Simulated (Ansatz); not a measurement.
## Ti3S2 in Ansatz: the effect of Hubbard term

Crystal: Ti3S2.

```xyz
5
Lattice="2.7131 1.5664 3.2376 -2.7131 1.5664 3.2376 0.0000 -3.1328 3.2376" Properties=species:S:1:pos:R:3 pbc="T T T"
Ti   -0.9107   -1.5555    3.2376
Ti    1.8024   -0.0109    3.2376
Ti   -0.8918    1.5664    3.2376
S     0.0000    0.0000    1.6302
S     0.0000    0.0000    8.0827
```

The cell comes from a database or a generator and needn't be the stable form of this composition.

Alike in all runs:

```yaml
Program: Ansatz 0.2.0
Task: projected density of states
Functional: PBEsol
Potentials_or_basis: Ansatz PAW
Cutoff: "420 eV (not typed: the program's choice for these potentials)"
k_mesh: 6 × 6 × 6
Occupations: fermi-dirac, width 0.05 eV
Spin: no spin polarisation
Hubbard_projectors: ortho-atomic (the default)
Double_counting: fll (the default)
```

**Question.** One run gave: pressure 0.4 GPa; largest force 0.09 eV/Å. Which Hubbard term did it use?
A. none
B. Ti d U = 8 eV
C. Ti d U = 3 eV
D. Ti d U = 4 eV
E. Ti d U = 2 eV

**Answer.** D.

```tsv
Hubbard term	pressure (GPa)	largest force (eV/Å)
none	-4.5	0.04
Ti d U = 1 eV	-3.5	0.04
Ti d U = 2 eV	-2.4	0.03
Ti d U = 3 eV	-1.1	0.04
Ti d U = 4 eV	0.4	0.09
Ti d U = 5 eV	3.1	0.34
Ti d U = 6 eV	8.8	0.56
Ti d U = 8 eV	27.5	1.06
```

Caveats: the PAW data sets come from PBE, with cores solved anew for the run's functional, which leaves a small shift of forces and pressure; the density of states is complete only up to the lowest level of the last band computed; U without spin polarisation on a metal has little footing (some runs); forces of over 1 eV/Å show positions far from the minimum, so gaps and moduli don't describe the material at rest (some runs).
